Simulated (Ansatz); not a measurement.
# WS2 (Tungstenite): the cost of one run

Program: Ansatz 0.2.0. Level of theory: DFT, levels as named, plane waves, PAW. These are calculated values, not measurements.

The COD entry's cell or inner coordinates are ideal or old and differ from later refinements, so a difference from it is no clean test against experiment.

### Step 1. The structure to begin with

The structure is hexagonal, space group P6_3/mmc (No. 194). Conventional cell: a = 3.180 Å, b = 3.180 Å, c = 12.500 Å, α = 90.00°, β = 90.00°, γ = 120.00°. Around W (site symmetry -6m2) lie 6 S at 2.41 Å. S (site symmetry 3m) is surrounded by 3 W at 2.41 Å.

Coordinates:

```xyz
6
Lattice="3.1800 0.0000 0.0000 -1.5900 2.7540 0.0000 0.0000 0.0000 12.5000" Properties=species:S:1:pos:R:3 pbc="T T T"
W     0.0000    1.8360    3.1250
W     1.5900    0.9180    9.3750
S     0.0000    1.8360    7.8125
S     1.5900    0.9180    1.5625
S     0.0000    1.8360   10.9375
S     1.5900    0.9180    4.6875
```

### Step 2. Relaxation with PBE

File input.yaml:

```yaml
crystal:
  lattice:
    - [3.18, 0.0, 0.0]
    - [-1.59, 2.75396078, 0.0]
    - [0.0, 0.0, 12.5]
  atoms:
    - { symbol: W, position: [0.33333333, 0.66666667, 0.25] }
    - { symbol: W, position: [0.66666667, 0.33333333, 0.75] }
    - { symbol: S, position: [0.33333333, 0.66666667, 0.625] }
    - { symbol: S, position: [0.66666667, 0.33333333, 0.125] }
    - { symbol: S, position: [0.33333333, 0.66666667, 0.875] }
    - { symbol: S, position: [0.66666667, 0.33333333, 0.375] }
  symmetry: { tolerance: 0.0003 }
hamiltonian:
  xc: pbe
  pseudopotentials: { kind: paw, azcp: { folder: soft_1 } }
basis:
  ecutwfc: 420
magnetization:
  spin_polarized: false
scf:
  occupations: { method: fermi_dirac, width: 0.02 }
kpoints:
  mp_grid: { grid: [12, 12, 2], shift: [0, 0, 0] }
output:
  forces: true
  stress: true
  eigenvalues: true
relax:
  max_steps: 60
  cell: {}
```

On the command line:

```console
$ ansatz run input.yaml --threads 2 --pin off --max-ram 5632MiB --backend cpu --events-out ev --progress --plain --runs-dir out
```

Q: Estimate wall time and peak memory on 2 threads of Arm Neoverse V1, shared host.

About 56 s, with a peak of 0.46 GiB.
